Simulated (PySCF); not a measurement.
# [WO3(OH)]−: other functionals and bases at one geometry

An exercise on one series of results from a longer session: the logs are not shown, and one member is left open.

Program: PySCF 2.14.0. Level of theory: several levels, as the steps say, no spin–orbit coupling. These are calculated values, not measurements.

4 further runs of the same task are left out: 2 for a known fault of the program, 1 that didn't finish, 1 set aside as unsound or not needed.

## Where the work starts

6 atoms, charge -1, spin multiplicity 1.

Bond lengths: W1–O2 1.759 Å, W1–O3 1.759 Å, W1–O4 1.758 Å, W1–O5 1.956 Å, O5–H6 0.966 Å. Angles: O2–W1–O3 108.6°, O2–W1–O4 110.4°, O2–W1–O5 109.2°, O3–W1–O4 110.4°, O3–W1–O5 109.2°, O4–W1–O5 108.9°, W1–O5–H6 114.4°.

Geometry (Å):

```xyz
6

W     0.0084   -0.0084   -0.0601
O     0.9412    1.0788    0.9606
O    -1.0788   -0.9412    0.9606
O     1.0774   -1.0774   -0.9564
O    -1.0448    1.0448   -1.3286
H    -1.6624    1.6624   -0.9170
```

Formal oxidation states: W +6. An earlier session relaxed this geometry at r2SCAN, W def2-SVP with ECP60, O def2-SVP, H def2-SVP (singlet, point group Cs).

At r2SCAN on the finer grid: E = -368.526893 Eh, HOMO -1.50 eV, LUMO 3.93 eV, Mulliken charge on W1 +0.89 e, largest force component 0.032 eV/Å. 

Levels to run: B3LYP; TPSSh; PBE0; BLYP; r2SCAN, TZVP; r2SCAN, x2c-SVP. Hardware: 2 threads of Arm Neoverse V1, shared host.

Set-up of the first run:

Contents of run.py (the lines that set the calculation):

```python
mol = gto.M(atom='''
W      0.00837    -0.00837    -0.06006
O      0.94117     1.07881     0.96064
O     -1.07881    -0.94117     0.96064
O      1.07740    -1.07740    -0.95640
O     -1.04477     1.04477    -1.32856
H     -1.66242     1.66242    -0.91704''',
    basis={'W': 'def2-SVP', 'O': 'def2-SVP', 'H': 'def2-SVP'},
    ecp={'W': 'def2-SVP'},
    charge=-1, spin=0)
mf = dft.RKS(mol, xc='B3LYP')
mf.grids.atom_grid = (75, 302)
mf = mf.density_fit()  # fitting sets: W def2-universal-JKFIT, O def2-universal-JKFIT, H def2-universal-JKFIT
mf.conv_tol = 1e-08; mf.max_cycle = 55
mf.kernel(dm0)  # dm0: the density of the relaxed state
```

The run is started by

```console
OMP_NUM_THREADS=2 python run.py
```

Steps of the session up to this table: B3LYP; TPSSh; PBE0; BLYP; r2SCAN, TZVP; r2SCAN, x2c-SVP.

One table of the session follows, with a row left open; its other results are not shown here.

```
                level  HOMO (eV)  gap (eV)  charge on W1 (e)  dipole (D)  largest force component (eV/Å)
r2SCAN (relaxed here)      -1.50      5.43              0.89        3.28                            0.03
                B3LYP      -2.42      6.39              0.85        3.28                            0.17
                TPSSh      -1.84      5.86              0.89        3.27                            0.12
                 PBE0      -2.75      7.04              0.91        3.32                            0.39
                 BLYP      -0.91      4.46              0.64        3.17                            0.63
         r2SCAN, TZVP          ?         ?                 ?           ?                               ?
      r2SCAN, x2c-SVP      -1.67      5.19              0.78        3.18                            0.66
```

Estimate the missing values for r2SCAN, TZVP.

As computed: HOMO (eV): -1.71; gap (eV): 5.38; charge on W1 (e): 1.40; dipole (D): 3.24; largest force component (eV/Å): 0.17. In the column «HOMO (eV)» it lies between TPSSh (-1.84) and r2SCAN, x2c-SVP (-1.67).

The dipole of a charged species depends on the origin, so these sizes hold for this origin alone.

In one basis the HOMO–LUMO gap runs from 4.46 eV (BLYP) to 7.04 eV (PBE0). The largest leftover force, 0.66 eV/Å with r2SCAN, x2c-SVP, stands at a geometry relaxed at another level. Total energies of different levels can't be compared.
